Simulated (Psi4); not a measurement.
**r2SCAN/def2-SVP run of GeNH4Cl (SMILES [NH2][GeH2][Cl])**

Aim: the energy change on altering one bond length of GeNH4Cl at r2SCAN/def2-SVP, from 2 runs. 

Program for the calculation: Psi4 1.11.

6 further runs of the same task are left out: 4 that didn't finish, 2 set aside as unsound or not needed. Runs told in other sessions of the task aren't counted.

## 1. The molecule

GeNH4Cl has 7 atoms, charge 0, and is taken as a singlet. As SMILES, `[NH2][GeH2][Cl]`. Geometry: relaxed at PBE0-D4/def2-TZVP. This is one conformer, not always the lowest.

Bond lengths: N1–Ge2 1.818 Å, Ge2–Cl3 2.176 Å, N1–H4 1.010 Å, N1–H5 1.010 Å, Ge2–H6 1.530 Å, Ge2–H7 1.530 Å. Angles: N1–Ge2–Cl3 112.8°, N1–Ge2–H6 108.7°, N1–Ge2–H7 108.7°, Cl3–Ge2–H6 105.8°, Cl3–Ge2–H7 105.8°, Ge2–N1–H4 115.0°, Ge2–N1–H5 115.0°, H6–Ge2–H7 115.1°, H4–N1–H5 109.1°.

## 2. The energy at r2SCAN/def2-SVP

The input, input.inp:

```
memory 1.6 GB

molecule m {
  0 1
  N     -0.792900     0.515500    -0.722700
  Ge     0.579900     0.003300     0.353200
  Cl     0.394500    -2.054600     1.034500
  H     -1.700900     0.526800    -0.279600
  H     -0.858900     0.014700    -1.597700
  H      0.559300     0.864900     1.617200
  H      1.880200     0.061300    -0.450600
  symmetry c1
}

set basis def2-SVP
set reference rks
set puream true
set scf_type pk
set dft_radial_points 99
set dft_spherical_points 590

E = energy("r2scan")
```

Started as:

```
psi4 -i input.inp -o input.out -n 1
```

input.out:

```text
[...]
  Running in c1 symmetry.
[...]
  Nuclear repulsion =  274.823479780225739
[...]
  Multiplicity = 1
[...]
  Nalpha       = 30
  Nbeta        = 30
[...]
    Number of basis functions: 84
[...]
   @RKS iter   1: -2592.35627521844572   -1.71275e+00   2.96812e-02 DIIS/ADIIS
[...]
   @RKS iter   9: -2593.89685131066062   -1.29732e-07   6.50704e-07 DIIS
[...]
    Orbital Energies [Eh]
    ---------------------
    Doubly Occupied:
       1A   -398.138370     2A   -101.142556     3A    -49.602786
       4A    -44.104947     5A    -44.103814     6A    -44.103764
       7A    -14.170715     8A     -9.342898     9A     -7.091592
      10A     -7.084813    11A     -7.084567    12A     -6.187547
      13A     -4.343551    14A     -4.339596    15A     -4.338649
      16A     -1.155884    17A     -1.154493    18A     -1.152154
      19A     -1.149789    20A     -1.149720    21A     -0.812807
      22A     -0.754607    23A     -0.523107    24A     -0.463159
      25A     -0.375434    26A     -0.344607    27A     -0.342916
      28A     -0.280950    29A     -0.270291    30A     -0.242603
[...]
  @RKS Final Energy: -2593.89685131066062
   => Energetics <=
    Nuclear Repulsion Energy =            274.8234797802257390
    One-Electron Energy =               -4154.5367562247192836
    Two-Electron Energy =                1401.5151558308934909
    DFT Exchange-Correlation Energy =    -115.6987306970602560
    Empirical Dispersion Energy =           0.0000000000000000
    VV10 Nonlocal Energy =                  0.0000000000000000
    Total Energy =                      -2593.8968513106606224
[...]
 Multipole Moments:
 ------------------------------------------------------------------------------------
     Multipole            Electronic (a.u.)      Nuclear  (a.u.)        Total (a.u.)
 ------------------------------------------------------------------------------------
 L = 1.  Multiply by 2.5417464519 to convert [e a0] to [Debye]
 Dipole X            :          3.2456678           -3.5654866           -0.3198187
 Dipole Y            :          0.5058693           -0.0182592            0.4876101
 Dipole Z            :          1.8762397           -2.2701227           -0.3938830
 Magnitude           :                                                    0.7036984
[...]
```

It took 47 s on 1 thread of Intel Xeon Platinum 8259CL at 2.50GHz (Skylake/Cascade Lake), shared host; peak memory 0.94 GiB.

## 3. The distorted shape

The input, job.inp:

```
memory 1600 mb

molecule mol {
  N     -1.891151     0.925264    -1.583428
  Ge     0.579900     0.003300     0.353200
  Cl     0.394500    -2.054600     1.034500
  H     -2.799151     0.936564    -1.140328
  H     -1.957151     0.424464    -2.458428
  H      0.559300     0.864900     1.617200
  H      1.880200     0.061300    -0.450600
  symmetry c1
}

set puream true
set scf_type pk
set dft_radial_points 99
set dft_spherical_points 590

e, wfn = energy('r2scan/def2-SVP', return_wfn=True)
print_variables()
```

Started as:

```
psi4 job.inp job.out -n 1
```

job.out:

```text
[...]
  Running in c1 symmetry.
[...]
  Nuclear repulsion =  233.199467670539462
[...]
  Multiplicity = 1
[...]
  Nalpha       = 30
  Nbeta        = 30
[...]
    Number of basis functions: 84
[...]
   @RKS iter   1: -2591.58696100610405   -1.42812e+00   3.15381e-02 ADIIS/DIIS
[...]
   @RKS iter  13: -2593.74077064823587   -5.17639e-09   6.52371e-07 DIIS
[...]
    Orbital Energies [Eh]
    ---------------------
    Doubly Occupied:
       1A   -398.165853     2A   -101.172339     3A    -49.630696
       4A    -44.133186     5A    -44.132159     6A    -44.130934
       7A    -14.157047     8A     -9.372192     9A     -7.121142
      10A     -7.114512    11A     -7.113328    12A     -6.212597
      13A     -4.368973    14A     -4.365805    15A     -4.361798
      16A     -1.179761    17A     -1.177585    18A     -1.174960
      19A     -1.174326    20A     -1.172671    21A     -0.781531
      22A     -0.751060    23A     -0.531244    24A     -0.413894
      25A     -0.368850    26A     -0.364595    27A     -0.314182
      28A     -0.292365    29A     -0.249628    30A     -0.192121
[...]
  @RKS Final Energy: -2593.74077064823587
   => Energetics <=
    Nuclear Repulsion Energy =            233.1994676705394625
    One-Electron Energy =               -4070.4193263476372522
    Two-Electron Energy =                1358.9885982532728121
    DFT Exchange-Correlation Energy =    -115.5095102244108745
    Empirical Dispersion Energy =           0.0000000000000000
    VV10 Nonlocal Energy =                  0.0000000000000000
    Total Energy =                      -2593.7407706482358662
[...]
 Multipole Moments:
 ------------------------------------------------------------------------------------
     Multipole            Electronic (a.u.)      Nuclear  (a.u.)        Total (a.u.)
 ------------------------------------------------------------------------------------
 L = 1.  Multiply by 2.5417464519 to convert [e a0] to [Debye]
 Dipole X            :          6.7376087           -6.5283008            0.2093079
 Dipole Y            :         -0.9461371            1.0871845            0.1410474
 Dipole Z            :          4.6709552           -4.5921575            0.0787977
 Magnitude           :                                                    0.2644111
[...]
```

It took 43 s on 1 thread of Intel Xeon Platinum 8259CL at 2.50GHz (Skylake/Cascade Lake), shared host; peak memory 1.1 GiB.

## 4. What came out

Level: r2SCAN/def2-SVP.

| quantity | value |
| --- | --- |
| first shape: total energy | -2593.89685 Eh |
| first shape: dipole moment | 1.79 D |
| first shape: HOMO energy | -6.60 eV |
| first shape: LUMO energy | 0.01 eV |
| first shape: HOMO–LUMO gap | 6.61 eV |
| distorted shape: total energy | -2593.74077 Eh |
| distorted shape: dipole moment | 0.67 D |
| distorted shape: HOMO energy | -5.23 eV |
| distorted shape: LUMO energy | -4.34 eV |
| distorted shape: HOMO–LUMO gap | 0.89 eV |
| energy change with the N1–Ge2 bond stretched from 1.818 to 3.272 Å | 4.247 eV |

One bond (distorted shape) is far stretched, which a spin-restricted single reference describes badly; a broken-symmetry solution may lie lower. With the N1–Ge2 bond stretched from 1.818 to 3.272 Å the energy rises by 4.25 eV (410 kJ/mol). The first shape isn't relaxed at this level, so the change isn't measured from a minimum. A restricted reference can't describe the breaking bond well at this length.
